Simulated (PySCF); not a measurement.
# TlI₂⁺: structure of the singlet

Aim: relax TlI₂⁺ as a singlet from a bent start, check by its vibrations whether the end is a minimum, and collect its spectrum and constants.

Computed with PySCF 2.14.0. Level: PBE0, basis Tl def2-TZVP with ECP60, I def2-TZVP with ECP28, scalar-relativistic core potentials, no spin–orbit coupling, density fitting.

## (1) Where the work starts

3 atoms, charge 1, spin multiplicity 1.

Bond lengths: Tl1–I2 2.715 Å, Tl1–I3 2.715 Å. Angles: I2–Tl1–I3 110.0°.

Coordinates in bohr (charge 1 multiplicity 1):
```
Tl    0.0000    0.0000   -1.6277
I     4.2022    0.0000    1.3146
I    -4.2022    0.0000    1.3146
```

## (2) Bent start, singlet: relaxation

The steps below are one call of a driver around PySCF. For each, scf.py gives the equivalent set-up of the SCF; relaxations use the driver's own optimiser. Before each start the driver seeks the lowest SCF state from one or more starting densities and follows internal instabilities, so scf.py alone need not reach the same state.

The program finds C2v symmetry in the start, which this walk keeps. Threshold on the gradient: 0.0003 Eh/bohr, with a further test on the energy change.

The input, scf.py:

```python
from pyscf import gto, scf, dft
mol = gto.M(atom='''
Tl     0.000000     0.000000    -0.861366
I      2.223700    -0.000000     0.695634
I     -2.223700     0.000000     0.695634''',
    basis={'Tl': 'def2-TZVP', 'I': 'def2-TZVP'},
    ecp={'Tl': 'def2-TZVP', 'I': 'def2-TZVP'},
    charge=1, spin=0)
mf = dft.RKS(mol, xc='PBE0')
mf.grids.atom_grid = (50, 194)
aux = {'Tl': 'def2-universal-JKFIT', 'I': 'def2-universal-JKFIT'}
mf = mf.density_fit(auxbasis=aux)
mf.kernel()
```

The optimiser's trace:

| step | energy (Eh) | change (kJ/mol) | largest symmetric gradient (Eh/bohr) |
| --- | --- | --- | --- |
| 0 | -767.724527 | 0.00 | 0.02646 |
| 1 | -767.734004 | -24.88 | 0.02305 |
| 2 | -767.748298 | -62.41 | 0.01706 |
| 3 | -767.759112 | -90.80 | 0.01363 |
| 4 | -767.763344 | -101.91 | 0.01065 |
| 5 | -767.765134 | -106.61 | 0.00228 |
| 6 | -767.765367 | -107.23 | 0.00061 |
| 7 | -767.765369 | -107.23 | 0.00022 |

The walk took 33 s on 4 threads, shared host.

Positions (Å) and forces (eV/Å) along the way:

```
step 0
Tl   0.000   0.000  -0.861   0.000   0.000   1.361
I    2.224   0.000   0.696  -0.015   0.000  -0.680
I   -2.224   0.000   0.696   0.015   0.000  -0.680
step 1
Tl   0.000   0.000  -0.726   0.000   0.000   1.185
I    2.308   0.000   0.628   0.007   0.000  -0.593
I   -2.308   0.000   0.628  -0.007   0.000  -0.593
step 4
Tl   0.000   0.000   0.036   0.000   0.000   0.284
I    2.633   0.000   0.247  -0.548   0.000  -0.142
I   -2.633   0.000   0.247   0.548   0.000  -0.142
step 7
Tl   0.000   0.000   0.175   0.000   0.000   0.002
I    2.585   0.000   0.177   0.011   0.000  -0.001
I   -2.585   0.000   0.177  -0.011   0.000  -0.001
```

It settles in D∞h symmetry, 107.2 kJ/mol below the start, after 7 steps: Tl–I 2.585 Å (×2); I–Tl–I 179.9°.

## (3) Hessian and properties

The point is checked on the finer grid, and tightened if its gradient asks for it. The Hessian and the dipole derivatives come from central differences of analytic gradients, with steps of 0.01 bohr.

scf.py, as its differences from that of step 2:

```diff
@@ -3,3 +3,3 @@
-Tl     0.000000     0.000000    -0.861366
-I      2.223700    -0.000000     0.695634
-I     -2.223700     0.000000     0.695634''',
+Tl     0.000000     0.000000     0.000000
+I      2.585104     0.000000    -0.000000
+I     -2.585104     0.000000    -0.000000''',
@@ -10 +10 @@
-mf.grids.atom_grid = (50, 194)
+mf.grids.atom_grid = (75, 302)
```

The driver hands on the density of the step before, so the log starts near convergence.

Log of the central SCF (cycles and frontier levels):

```text
init E= -767.765265012605
  HOMO = -0.47221584939251  LUMO = -0.322408371515173  gap/eV = 4.07647
cycle= 1 E= -767.765265012544  delta_E= 6.09e-11  |g|= 2.09e-05  |ddm|= 4.52e-05
  HOMO = -0.472216865688091  LUMO = -0.322407465485761  gap/eV = 4.07652
cycle= 2 E= -767.765265012363  delta_E= 1.81e-10  |g|= 3.56e-05  |ddm|= 7.18e-05
  HOMO = -0.472216328840297  LUMO = -0.322408074476027  gap/eV = 4.07649
cycle= 3 E= -767.765265012643  delta_E= -2.8e-10  |g|= 1.02e-06  |ddm|= 4.37e-05
  HOMO = -0.472216276145296  LUMO = -0.322408054956673  gap/eV = 4.07649
cycle= 4 E= -767.765265012646  delta_E= -3.18e-12  |g|= 2.81e-08  |ddm|= 1.19e-06
  HOMO = -0.472216276302379  LUMO = -0.322408055623009  gap/eV = 4.07649
Extra cycle  E= -767.765265012643  delta_E= 3.18e-12  |g|= 3.66e-08  |ddm|= 4.87e-08
converged SCF energy = -767.765265012643
```

The whole step took 33 s.

Geometry: D∞h; Tl–I 2.585 Å (×2); I–Tl–I 180.0°.

Harmonic modes (main isotopes):

| symmetry | ω (cm⁻¹) | IR (km/mol) |
| --- | --- | --- |
| πu | 51 | 0.7 |
| σg+ | 158 | 0.0 |
| σu+ | 249 | 12.8 |

Every mode is real; the point is a minimum.

Constants and moments:

| Property | Result |
| --- | --- |
| Dipole moment about the centre of mass | 0.00 D |
| Highest occupied level | -12.85 eV |
| Lowest empty level | -8.77 eV |
| Rotational constants | 0.009939 cm⁻¹ |
| Zero-point energy | 3.0 kJ/mol |
| Principal polarisabilities | 60.9, 60.9, 181.6 bohr³ |
| Principal traceless quadrupole moments about the centre of mass | -12.51, -12.51, 25.02 D Å |
| Entropy at 298.15 K and 1 bar | 328.4 J/(mol K) |
| Heat capacity Cp at 298.15 K | 61.0 J/(mol K) |
| Enthalpy at 298.15 K above 0 K | 15.98 kJ/mol |
| Rotational symmetry number | 2 |

Populations by atom (charges in e):

```
atom  Mulliken  Löwdin  polar tensor  Mayer order to Tl1
 Tl1      0.82    0.07          0.99                   –
I2,3      0.09    0.47          0.00                1.22
```

Mulliken populations on Tl1 (outside its core potential): s 3.34, p 6.78, d 10.01, f 0.05.

## (4) Outcome

```
                            quantity                             value
                             minimum                      singlet, D∞h
                            geometry  Tl–I 2.585 Å (×2); I–Tl–I 180.0°
                  wavenumbers (cm⁻¹)     51 (πu), 158 (σg+), 249 (σu+)
      dipole moment (centre of mass)                            0.00 D
highest occupied, lowest empty level                  -12.85, -8.77 eV
          polar-tensor charge of Tl1                           +0.99 e
                   zero-point energy                        3.0 kJ/mol
                 entropy at 298.15 K                   328.4 J/(mol K)
```

From C2v at the start the molecule goes to a D∞h minimum. The strongest infrared band lies at 249 cm⁻¹ (σu+, stretch). Only this shape and spin were tried, so other structures or states may lie lower. The soft modes, below some 90 cm⁻¹, carry numerical noise of tens of cm⁻¹, and the entropy with them. Spin–orbit coupling, left out here, can matter for elements this heavy.

The search up to here took 68 s.
